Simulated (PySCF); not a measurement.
# BBr: NMR shieldings, spin-spin couplings, relativistic core levels

Wanted: NMR shieldings, spin-spin couplings, relativistic core levels for BBr (`[B]Br`).

Computed with PySCF 2.14.0 and routines of our own; the level stands in each step. Atoms count from 0.

## 1. The starting structure

2 atoms, charge 0, multiplicity 1; geometry from: GFN2-xTB.

## 2. Geometry optimisation at PBE0-D3(BJ)/def2-SVP

Job settings and geometry (Å):

```
{"job": {"xc": "PBE0", "basis": "def2-SVP", "d3": "d3bj", "grid": 1, "maxiter": 30, "shake": 0.01, "kind": "geom"}, "charge": 0, "multiplicity": 1}
B      0.905700    -0.028170     0.001000
Br    -0.888210    -0.000650    -0.013120
```

Command:

```sh
> OMP_NUM_THREADS=1 python heavy_run.py task.json out
```

This one command runs all jobs of the session in turn.

The program printed:

```text
step   0  E = -2598.25629154  max force = 0.042014
step   1  E = -2598.25956228  max force = 0.010621
step   2  E = -2598.25982371  max force = 0.002757
step   3  E = -2598.25984327  max force = 0.000174
step   4  E = -2598.25984329  max force = 0.000009
optimisation converged
```

It took 2.6 s on 1 thread of Arm Neoverse V1, shared host; peak memory 0.25 GiB.

The steps of the relaxation:

```
step  energy from step 0 (eV)  largest force component (eV/Å)
   0                   0.0000                          2.1604
   1                  -0.0890                          0.5462
   2                  -0.0961                          0.1418
   3                  -0.0966                          0.0089
   4                  -0.0966                          0.0005
```

The bond:

```
  bond  before (Å)  after (Å)  change (Å)
B0–Br1       1.794      1.891      +0.097
```

The final coordinates are the input of the step that follows.

```
                         at the end point           value
  point group (found at 0.08 Å tolerance)           Cinfv
rotational constants (GHz, main isotopes)  14.622, 14.622
                        dipole moment (D)            1.65
```

## 3. NMR shieldings: PBE0/pcJ-1 Br:dyall-v2z, spin–orbit

Job settings and geometry (Å):

```
{"job": {"kind": "hnmr", "xc": "PBE0", "basis": {"default": "pcJ-1", "Br": "dyall-v2z"}, "rel": "so"}, "charge": 0, "multiplicity": 1}
B      0.984318    -0.044701    -0.014242
Br    -0.906231     0.007169    -0.035717
```

With the program's defaults for keys left out, this is: PBE0/pcJ-1 Br:dyall-v2z GIAO NMR shielding, X2C with spin-orbit coupling, screened-nuclear two-electron part, Gaussian nuclei, gas phase.

The program printed:

```text
spin-free SCF
coarse grid: 12512 points
cycle   1  E = -2630.7441531910  dE =  1.041e-02  |g| = 2.530e-01  |ddm| = 1.318e+00
cycle   2  E = -2630.7287393458  dE =  1.541e-02  |g| = 2.744e-01  |ddm| = 4.443e-01
cycle   3  E = -2630.7524642188  dE = -2.372e-02  |g| = 1.030e-01  |ddm| = 3.919e-01
cycle   4  E = -2630.7545210348  dE = -2.057e-03  |g| = 2.565e-02  |ddm| = 7.838e-02
cycle   5  E = -2630.7546080140  dE = -8.698e-05  |g| = 1.189e-03  |ddm| = 1.957e-02
cycle   6  E = -2630.7546084416  dE = -4.276e-07  |g| = 2.298e-04  |ddm| = 1.436e-03
final grid: 24288 points
cycle   7  E = -2630.7547578439  dE = -8.250e-08  |g| = 5.556e-04  |ddm| = 4.265e-04
cycle   8  E = -2630.7547578455  dE = -1.615e-09  |g| = 1.246e-04  |ddm| = 1.922e-04
cycle   9  E = -2630.7547578462  dE = -7.217e-10  |g| = 1.111e-04  |ddm| = 1.183e-04
cycle  10  E = -2630.7547578469  dE = -6.989e-10  |g| = 9.667e-06  |ddm| = 4.540e-05
converged SCF energy = -2630.7547578469
two-component SCF
cycle   1  E = -2630.6879435898  dE = -2.631e+03  |FDS-SDF| = 2.194e+01
cycle   2  E = -2630.8326277980  dE = -1.447e-01  |FDS-SDF| = 9.642e-02
cycle   3  E = -2630.8327454088  dE = -1.176e-04  |FDS-SDF| = 3.661e-03
cycle   4  E = -2630.8327523631  dE = -6.954e-06  |FDS-SDF| = 1.838e-03
cycle   5  E = -2630.8327533665  dE = -1.003e-06  |FDS-SDF| = 8.296e-04
cycle   6  E = -2630.8327539382  dE = -5.718e-07  |FDS-SDF| = 2.427e-04
cycle   7  E = -2630.8327540163  dE = -7.811e-08  |FDS-SDF| = 1.481e-04
cycle   8  E = -2630.8327540369  dE = -2.059e-08  |FDS-SDF| = 2.487e-05
converged, E = -2630.8327540369

Field gradients (au) and densities at the nuclei (bohr^-3)
atom        Vxx        Vyy        Vzz        centre      nuclear mean
  0 B      0.2007     0.2008    -0.4015         71.791         71.790
  1 Br    -0.9685    -0.9686     1.9371      40817.870      40758.116
without picture change
  1 Br                           1.9998                     66241.485

Core orbital energies (eV)
atom   shell        mean    spread
  1 Br 1s       -13365.730   0.000
  1 Br 2s        -1755.075   0.000
  1 Br 3s         -248.098   0.000
  1 Br 4s          -23.380   0.000
  1 Br 2p1/2     -1578.694   0.000
  1 Br 2p3/2     -1531.343   0.018
  1 Br 3p1/2      -186.389   0.000
  1 Br 3p3/2      -179.453   0.083
  1 Br 3d3/2       -72.461   0.098
  1 Br 3d5/2       -71.382   0.130

Shielding tensors (ppm)
atom      isotropic    diamagn.    paramagn.     s11        s22        s33       span
  0 B       -60.32      193.52     -253.84    -202.96    -202.96     224.96     427.92
  1 Br     1309.27     2989.87    -1680.60     219.09     219.10    3489.63    3270.53
```

Wall time 11 s (1 thread of Arm Neoverse V1, shared host); peak memory 0.59 GiB.

In short:

```
                       quantity       value
energy from spin-orbit coupling  -0.0780 Eh
```

The fields below are evaluated on a grid from the run's orbitals.

Frontier orbitals at PBE0/dyall-v2z+pcJ-1, with the share of their density that lies nearest to each atom:

```
orbital  energy (eV)            lies on
   HOMO        -7.39  B0 80 %; Br1 20 %
   LUMO        -2.03  B0 85 %; Br1 15 %
```

ELF in a plane through or near 2 of the atoms.

Ten even steps from '0' (0.00) to '9' (1.00):
```
0000000000000000000000000000
0000000001100000000000000000
0000001123332100002322000000
0000013345554210025777510000
0000024456665311136888730000
0000235678877422257999973100
0001357788777643468999996400
0011468864346765448999998610
0012478734522785222999999720
0012477636553683294699999820
0012477636553683294699999820
0012478733522785201999999720
0011468864346765447999998610
0001357788777643468999996400
0000235678877422257999973100
0000024456665311136898730000
0000013345554210024777510000
0000001123332100002322000000
0000000000100000000000000000
0000000000000000000000000000
```
The map spans 7.1 Å across and 5.2 Å up, centred on the molecule. Atoms in the plane (x, y in Å): B0 (0.9, 0.0), Br1 (-0.9, 0.0).

log10 of the density (e/Å³) in the same plane.

Ten even steps from ' ' (-4.0) to '@' (3.0):
```
            ................................            
          ....::::::::::::::::::::::::..........        
      ....::::::::--------::::::::::::::::::::......    
    ....::::------------------------------::::::......  
    ....::--------========------------------::::::....  
  ..::::----============================------::::::....
  ..::::----====++++++++++==================----::::....
..::::----====++++****++++++++++++++++++======----::::..
..::::----==++++**####****++++++++**++++++====----::::..
..::::----==++++**%%@@##**++++++**%%##++++++==----::::..
..::::----==++++**%%@@##**++++++**%%##++++++==----::::..
..::::----==++++**####****++++++++++++++++====----::::..
..::::----====++++****++++++++++++++++++======----::::..
  ..::::----====++++++++++==================----::::....
  ..::::----============================------::::::....
    ..::::--------========------------------::::::....  
    ....::::------------------------------::::::......  
      ....::::::::--------::::::::::::::::::::......    
          ....::::::::::::::::::::::::..........        
            ................................            
```
The map spans 7.1 Å across and 5.2 Å up, centred on the molecule. Atoms in the plane (x, y in Å): B0 (0.9, 0.0), Br1 (-0.9, 0.0).

On the surface of density 0.002 e/bohr³ the electrostatic potential runs, from the 1st to the 99th percentile, from -1.15 V near B0 to 0.82 V near Br1.

## 4. Spin-spin couplings: PBE0/pcJ-1 Br:dyall-v2z, spin–orbit

Job settings and geometry (Å):

```
{"job": {"kind": "hj", "xc": "PBE0", "basis": {"default": "pcJ-1", "Br": "dyall-v2z"}, "rel": "so", "atoms": [1]}, "charge": 0, "multiplicity": 1}
B      0.984318    -0.044701    -0.014242
Br    -0.906231     0.007169    -0.035717
```

Method: PBE0/pcJ-1 Br:dyall-v2z indirect spin-spin coupling, X2C with spin-orbit coupling, screened-nuclear two-electron part, Gaussian nuclei, gas phase.

The program printed:

```text
spin-free SCF
coarse grid: 12512 points
cycle   1  E = -2630.7441531910  dE =  1.041e-02  |g| = 2.530e-01  |ddm| = 1.318e+00
cycle   2  E = -2630.7287393458  dE =  1.541e-02  |g| = 2.744e-01  |ddm| = 4.443e-01
cycle   3  E = -2630.7524642188  dE = -2.372e-02  |g| = 1.030e-01  |ddm| = 3.919e-01
cycle   4  E = -2630.7545210348  dE = -2.057e-03  |g| = 2.565e-02  |ddm| = 7.838e-02
cycle   5  E = -2630.7546080140  dE = -8.698e-05  |g| = 1.189e-03  |ddm| = 1.957e-02
cycle   6  E = -2630.7546084416  dE = -4.276e-07  |g| = 2.298e-04  |ddm| = 1.436e-03
final grid: 24288 points
cycle   7  E = -2630.7547578439  dE = -8.250e-08  |g| = 5.556e-04  |ddm| = 4.265e-04
cycle   8  E = -2630.7547578455  dE = -1.615e-09  |g| = 1.246e-04  |ddm| = 1.922e-04
cycle   9  E = -2630.7547578462  dE = -7.217e-10  |g| = 1.111e-04  |ddm| = 1.183e-04
cycle  10  E = -2630.7547578469  dE = -6.989e-10  |g| = 9.667e-06  |ddm| = 4.540e-05
converged SCF energy = -2630.7547578469
two-component SCF
cycle   1  E = -2630.6879435898  dE = -2.631e+03  |FDS-SDF| = 2.194e+01
cycle   2  E = -2630.8326277980  dE = -1.447e-01  |FDS-SDF| = 9.642e-02
cycle   3  E = -2630.8327454088  dE = -1.176e-04  |FDS-SDF| = 3.661e-03
cycle   4  E = -2630.8327523631  dE = -6.954e-06  |FDS-SDF| = 1.838e-03
cycle   5  E = -2630.8327533665  dE = -1.003e-06  |FDS-SDF| = 8.296e-04
cycle   6  E = -2630.8327539382  dE = -5.718e-07  |FDS-SDF| = 2.427e-04
cycle   7  E = -2630.8327540163  dE = -7.811e-08  |FDS-SDF| = 1.481e-04
cycle   8  E = -2630.8327540369  dE = -2.059e-08  |FDS-SDF| = 2.487e-05
converged, E = -2630.8327540369

Indirect spin-spin couplings
  i        j     bonds      J/Hz   K/1e19 T2/J   anisotropy/Hz
  1  79Br   0  11B    1     -434.13     -447.99       243.1
```

Run time: 8.6 s. Hardware: 1 thread of Arm Neoverse V1, shared host; peak memory 0.48 GiB.

In short:

```
                       quantity       value
energy from spin-orbit coupling  -0.0780 Eh
```

## 5. Relativistic core levels: PBE0/pcJ-1 Br:dyall-v2z, spin–orbit

Job settings and geometry (Å):

```
{"job": {"kind": "hxps", "xc": "PBE0", "basis": {"default": "pcJ-1", "Br": "dyall-v2z"}, "rel": "so", "holes": [[1, "3d"]]}, "charge": 0, "multiplicity": 1}
B      0.984318    -0.044701    -0.014242
Br    -0.906231     0.007169    -0.035717
```

With the program's defaults for keys left out, this is: PBE0/pcJ-1 Br:dyall-v2z core ionisation, delta-SCF with one localised hole, X2C with spin-orbit coupling, screened-nuclear two-electron part, Gaussian nuclei, gas phase.

The program printed:

```text
spin-free SCF
coarse grid: 12512 points
cycle   1  E = -2630.7441531910  dE =  1.041e-02  |g| = 2.530e-01  |ddm| = 1.318e+00
cycle   2  E = -2630.7287393458  dE =  1.541e-02  |g| = 2.744e-01  |ddm| = 4.443e-01
cycle   3  E = -2630.7524642188  dE = -2.372e-02  |g| = 1.030e-01  |ddm| = 3.919e-01
cycle   4  E = -2630.7545210348  dE = -2.057e-03  |g| = 2.565e-02  |ddm| = 7.838e-02
cycle   5  E = -2630.7546080140  dE = -8.698e-05  |g| = 1.189e-03  |ddm| = 1.957e-02
cycle   6  E = -2630.7546084416  dE = -4.276e-07  |g| = 2.298e-04  |ddm| = 1.436e-03
final grid: 24288 points
cycle   7  E = -2630.7547578439  dE = -8.250e-08  |g| = 5.556e-04  |ddm| = 4.265e-04
cycle   8  E = -2630.7547578455  dE = -1.615e-09  |g| = 1.246e-04  |ddm| = 1.922e-04
cycle   9  E = -2630.7547578462  dE = -7.217e-10  |g| = 1.111e-04  |ddm| = 1.183e-04
cycle  10  E = -2630.7547578469  dE = -6.989e-10  |g| = 9.667e-06  |ddm| = 4.540e-05
converged SCF energy = -2630.7547578469
two-component SCF
cycle   1  E = -2630.6879435898  dE = -2.631e+03  |FDS-SDF| = 2.194e+01
cycle   2  E = -2630.8326277980  dE = -1.447e-01  |FDS-SDF| = 9.642e-02
cycle   3  E = -2630.8327454088  dE = -1.176e-04  |FDS-SDF| = 3.661e-03
cycle   4  E = -2630.8327523631  dE = -6.954e-06  |FDS-SDF| = 1.838e-03
cycle   5  E = -2630.8327533665  dE = -1.003e-06  |FDS-SDF| = 8.296e-04
cycle   6  E = -2630.8327539382  dE = -5.718e-07  |FDS-SDF| = 2.427e-04
cycle   7  E = -2630.8327540163  dE = -7.811e-08  |FDS-SDF| = 1.481e-04
cycle   8  E = -2630.8327540369  dE = -2.059e-08  |FDS-SDF| = 2.487e-05
converged, E = -2630.8327540369

Field gradients (au) and densities at the nuclei (bohr^-3)
atom        Vxx        Vyy        Vzz        centre      nuclear mean
  0 B      0.2007     0.2008    -0.4015         71.791         71.790
  1 Br    -0.9685    -0.9686     1.9371      40817.870      40758.116
without picture change
  1 Br                           1.9998                     66241.485

Core orbital energies (eV)
atom   shell        mean    spread
  1 Br 1s       -13365.730   0.000
  1 Br 2s        -1755.075   0.000
  1 Br 3s         -248.098   0.000
  1 Br 4s          -23.380   0.000
  1 Br 2p1/2     -1578.694   0.000
  1 Br 2p3/2     -1531.343   0.018
  1 Br 3p1/2      -186.389   0.000
  1 Br 3p3/2      -179.453   0.083
  1 Br 3d3/2       -72.461   0.098
  1 Br 3d5/2       -71.382   0.130

hole in 3d5/2 of atom 1
cycle   1  E = -2627.6364441352  dE = -2.628e+03  |FDS-SDF| = 2.200e+00
cycle   2  E = -2627.7315000966  dE = -9.506e-02  |FDS-SDF| = 2.207e+00
cycle   3  E = -2627.9936496621  dE = -2.621e-01  |FDS-SDF| = 1.095e-01
cycle   4  E = -2627.9949319379  dE = -1.282e-03  |FDS-SDF| = 1.877e-02
cycle   5  E = -2627.9949937374  dE = -6.180e-05  |FDS-SDF| = 5.872e-03
cycle   6  E = -2627.9950024330  dE = -8.696e-06  |FDS-SDF| = 1.266e-03
cycle   7  E = -2627.9950030083  dE = -5.753e-07  |FDS-SDF| = 2.718e-04
cycle   8  E = -2627.9950030802  dE = -7.186e-08  |FDS-SDF| = 9.492e-05
converged, E = -2627.9950030802

Core binding energies (eV)
atom   line    delta-SCF   -orbital   splitting
  1 Br 3d5/2      77.185      71.38     1.079
```

Wall time 5.6 s (1 thread of Arm Neoverse V1, shared host); peak memory 0.5 GiB.

In short:

```
                       quantity       value
energy from spin-orbit coupling  -0.0780 Eh
```

## 6. NMR shieldings: PBE0/pcJ-1 Br:dyall-v2z, non-relativistic

Job settings and geometry (Å):

```
{"job": {"kind": "hnmr", "xc": "PBE0", "basis": {"default": "pcJ-1", "Br": "dyall-v2z"}, "rel": "nr"}, "charge": 0, "multiplicity": 1}
B      0.984318    -0.044701    -0.014242
Br    -0.906231     0.007169    -0.035717
```

Level: PBE0/pcJ-1 Br:dyall-v2z GIAO NMR shielding, non-relativistic, Gaussian nuclei, gas phase.

The program printed:

```text
non-relativistic SCF
coarse grid: 12512 points
cycle   1  E = -2598.5684802973  dE = -2.130e+01  |g| = 2.204e+00  |ddm| = 1.440e+00
cycle   2  E = -2598.5785992075  dE = -1.012e-02  |g| = 8.277e-01  |ddm| = 3.391e-01
cycle   3  E = -2598.5951097546  dE = -1.651e-02  |g| = 3.358e-01  |ddm| = 3.096e-01
cycle   4  E = -2598.6003265182  dE = -5.217e-03  |g| = 2.769e-02  |ddm| = 1.442e-01
cycle   5  E = -2598.6005223367  dE = -1.958e-04  |g| = 1.738e-02  |ddm| = 4.800e-02
cycle   6  E = -2598.6005972673  dE = -7.493e-05  |g| = 1.144e-03  |ddm| = 1.788e-02
cycle   7  E = -2598.6005975262  dE = -2.589e-07  |g| = 1.062e-04  |ddm| = 1.325e-03
final grid: 24288 points
cycle   8  E = -2598.6005956226  dE = -4.377e-09  |g| = 1.475e-04  |ddm| = 4.257e-04
cycle   9  E = -2598.6005956138  dE =  8.785e-09  |g| = 2.506e-04  |ddm| = 4.512e-04
cycle  10  E = -2598.6005956292  dE = -1.538e-08  |g| = 1.459e-05  |ddm| = 2.396e-04
cycle  11  E = -2598.6005956292  dE = -6.366e-11  |g| = 1.876e-06  |ddm| = 2.376e-05
converged SCF energy = -2598.6005956292
check of the scalar solution
cycle   1  E = -2598.6005956292  dE = -2.599e+03  |FDS-SDF| = 1.876e-06
cycle   2  E = -2598.6005956292  dE =  1.364e-12  |FDS-SDF| = 2.087e-06
converged, E = -2598.6005956292

Field gradients (au) and densities at the nuclei (bohr^-3)
atom        Vxx        Vyy        Vzz        centre      nuclear mean
  0 B      0.2028     0.2028    -0.4056         71.566         71.565
  1 Br    -0.9034    -0.9035     1.8069      29275.901      29252.073

Core orbital energies (eV)
atom   shell        mean    spread
  1 Br 1s       -13149.396   0.000
  1 Br 2s        -1704.914   0.000
  1 Br 3s         -239.747   0.000
  1 Br 4s          -22.730   0.000
  1 Br 2p        -1535.370   0.026
  1 Br 3p         -179.979   0.122
  1 Br 3d          -73.503   0.144

Shielding tensors (ppm)
atom      isotropic    diamagn.    paramagn.     s11        s22        s33       span
  0 B       -58.74      193.91     -252.64    -194.83    -194.83     213.46     408.29
  1 Br     1068.41     3125.87    -2057.47      39.17      39.17    3126.88    3087.72
```

Wall time 2.7 s (1 thread of Arm Neoverse V1, shared host); peak memory 0.5 GiB.

## 7. Spin-spin couplings: PBE0/pcJ-1 Br:dyall-v2z, non-relativistic

Job settings and geometry (Å):

```
{"job": {"kind": "hj", "xc": "PBE0", "basis": {"default": "pcJ-1", "Br": "dyall-v2z"}, "rel": "nr", "atoms": [1]}, "charge": 0, "multiplicity": 1}
B      0.984318    -0.044701    -0.014242
Br    -0.906231     0.007169    -0.035717
```

Level: PBE0/pcJ-1 Br:dyall-v2z indirect spin-spin coupling, non-relativistic, Gaussian nuclei, gas phase.

The program printed:

```text
non-relativistic SCF
coarse grid: 12512 points
cycle   1  E = -2598.5684802973  dE = -2.130e+01  |g| = 2.204e+00  |ddm| = 1.440e+00
cycle   2  E = -2598.5785992075  dE = -1.012e-02  |g| = 8.277e-01  |ddm| = 3.391e-01
cycle   3  E = -2598.5951097546  dE = -1.651e-02  |g| = 3.358e-01  |ddm| = 3.096e-01
cycle   4  E = -2598.6003265182  dE = -5.217e-03  |g| = 2.769e-02  |ddm| = 1.442e-01
cycle   5  E = -2598.6005223367  dE = -1.958e-04  |g| = 1.738e-02  |ddm| = 4.800e-02
cycle   6  E = -2598.6005972673  dE = -7.493e-05  |g| = 1.144e-03  |ddm| = 1.788e-02
cycle   7  E = -2598.6005975262  dE = -2.589e-07  |g| = 1.062e-04  |ddm| = 1.325e-03
final grid: 24288 points
cycle   8  E = -2598.6005956226  dE = -4.377e-09  |g| = 1.475e-04  |ddm| = 4.257e-04
cycle   9  E = -2598.6005956138  dE =  8.785e-09  |g| = 2.506e-04  |ddm| = 4.512e-04
cycle  10  E = -2598.6005956292  dE = -1.538e-08  |g| = 1.459e-05  |ddm| = 2.396e-04
cycle  11  E = -2598.6005956292  dE = -6.366e-11  |g| = 1.876e-06  |ddm| = 2.376e-05
converged SCF energy = -2598.6005956292
two-component SCF
cycle   1  E = -2598.6005956292  dE = -2.599e+03  |FDS-SDF| = 1.876e-06
cycle   2  E = -2598.6005956292  dE = -9.095e-13  |FDS-SDF| = 2.087e-06
converged, E = -2598.6005956292

Indirect spin-spin couplings
  i        j     bonds      J/Hz   K/1e19 T2/J   anisotropy/Hz
  1  79Br   0  11B    1     -407.19     -420.19       261.2
```

Wall time 6.1 s (1 thread of Arm Neoverse V1, shared host); peak memory 0.49 GiB.

## 8. NMR shieldings: PBE0/pcJ-1 Br:dyall-v2z, spin-free

Job settings and geometry (Å):

```
{"job": {"kind": "hnmr", "xc": "PBE0", "basis": {"default": "pcJ-1", "Br": "dyall-v2z"}, "rel": "sf"}, "charge": 0, "multiplicity": 1}
B      0.984318    -0.044701    -0.014242
Br    -0.906231     0.007169    -0.035717
```

Method: PBE0/pcJ-1 Br:dyall-v2z GIAO NMR shielding, spin-free X2C, Gaussian nuclei, gas phase.

The program printed:

```text
spin-free SCF
coarse grid: 12512 points
cycle   1  E = -2630.7441531910  dE =  1.041e-02  |g| = 2.530e-01  |ddm| = 1.318e+00
cycle   2  E = -2630.7287393458  dE =  1.541e-02  |g| = 2.744e-01  |ddm| = 4.443e-01
cycle   3  E = -2630.7524642188  dE = -2.372e-02  |g| = 1.030e-01  |ddm| = 3.919e-01
cycle   4  E = -2630.7545210348  dE = -2.057e-03  |g| = 2.565e-02  |ddm| = 7.838e-02
cycle   5  E = -2630.7546080140  dE = -8.698e-05  |g| = 1.189e-03  |ddm| = 1.957e-02
cycle   6  E = -2630.7546084416  dE = -4.276e-07  |g| = 2.298e-04  |ddm| = 1.436e-03
final grid: 24288 points
cycle   7  E = -2630.7547578439  dE = -8.250e-08  |g| = 5.556e-04  |ddm| = 4.265e-04
cycle   8  E = -2630.7547578455  dE = -1.615e-09  |g| = 1.246e-04  |ddm| = 1.922e-04
cycle   9  E = -2630.7547578462  dE = -7.217e-10  |g| = 1.111e-04  |ddm| = 1.183e-04
cycle  10  E = -2630.7547578469  dE = -6.989e-10  |g| = 9.667e-06  |ddm| = 4.540e-05
converged SCF energy = -2630.7547578469
check of the scalar solution
cycle   1  E = -2630.7547578469  dE = -2.631e+03  |FDS-SDF| = 9.667e-06
cycle   2  E = -2630.7547578469  dE =  7.731e-12  |FDS-SDF| = 8.694e-06
converged, E = -2630.7547578469

Field gradients (au) and densities at the nuclei (bohr^-3)
atom        Vxx        Vyy        Vzz        centre      nuclear mean
  0 B      0.2010     0.2010    -0.4020         71.791         71.790
  1 Br    -0.9694    -0.9695     1.9389      40814.345      40754.591
without picture change
  1 Br                           2.0016                     66242.035

Core orbital energies (eV)
atom   shell        mean    spread
  1 Br 1s       -13365.905   0.000
  1 Br 2s        -1755.110   0.000
  1 Br 3s         -248.106   0.000
  1 Br 4s          -23.380   0.000
  1 Br 2p        -1546.865   0.027
  1 Br 3p         -181.726   0.124
  1 Br 3d          -71.817   0.149

Shielding tensors (ppm)
atom      isotropic    diamagn.    paramagn.     s11        s22        s33       span
  0 B       -55.99      194.11     -250.09    -190.66    -190.66     213.37     404.03
  1 Br     1009.47     3139.83    -2130.36     -74.40     -74.40    3177.20    3251.60
```

It took 3 s on 1 thread of Arm Neoverse V1, shared host; peak memory 0.5 GiB.

## 9. Spin-spin couplings: PBE0/pcJ-1 Br:dyall-v2z, spin-free

Job settings and geometry (Å):

```
{"job": {"kind": "hj", "xc": "PBE0", "basis": {"default": "pcJ-1", "Br": "dyall-v2z"}, "rel": "sf", "atoms": [1]}, "charge": 0, "multiplicity": 1}
B      0.984318    -0.044701    -0.014242
Br    -0.906231     0.007169    -0.035717
```

Level: PBE0/pcJ-1 Br:dyall-v2z indirect spin-spin coupling, X2C without spin-orbit coupling, Gaussian nuclei, gas phase.

The program printed:

```text
spin-free SCF
coarse grid: 12512 points
cycle   1  E = -2630.7441531910  dE =  1.041e-02  |g| = 2.530e-01  |ddm| = 1.318e+00
cycle   2  E = -2630.7287393458  dE =  1.541e-02  |g| = 2.744e-01  |ddm| = 4.443e-01
cycle   3  E = -2630.7524642188  dE = -2.372e-02  |g| = 1.030e-01  |ddm| = 3.919e-01
cycle   4  E = -2630.7545210348  dE = -2.057e-03  |g| = 2.565e-02  |ddm| = 7.838e-02
cycle   5  E = -2630.7546080140  dE = -8.698e-05  |g| = 1.189e-03  |ddm| = 1.957e-02
cycle   6  E = -2630.7546084416  dE = -4.276e-07  |g| = 2.298e-04  |ddm| = 1.436e-03
final grid: 24288 points
cycle   7  E = -2630.7547578439  dE = -8.250e-08  |g| = 5.556e-04  |ddm| = 4.265e-04
cycle   8  E = -2630.7547578455  dE = -1.615e-09  |g| = 1.246e-04  |ddm| = 1.922e-04
cycle   9  E = -2630.7547578462  dE = -7.217e-10  |g| = 1.111e-04  |ddm| = 1.183e-04
cycle  10  E = -2630.7547578469  dE = -6.989e-10  |g| = 9.667e-06  |ddm| = 4.540e-05
converged SCF energy = -2630.7547578469
two-component SCF
cycle   1  E = -2630.7547578466  dE = -2.631e+03  |FDS-SDF| = 9.667e-06
cycle   2  E = -2630.7547578466  dE = -6.821e-12  |FDS-SDF| = 8.694e-06
converged, E = -2630.7547578466

Indirect spin-spin couplings
  i        j     bonds      J/Hz   K/1e19 T2/J   anisotropy/Hz
  1  79Br   0  11B    1     -436.10     -450.02       276.5
```

Run time: 7.4 s. Hardware: 1 thread of Arm Neoverse V1, shared host; peak memory 0.5 GiB.

(Part 1 of 2 ends here.)
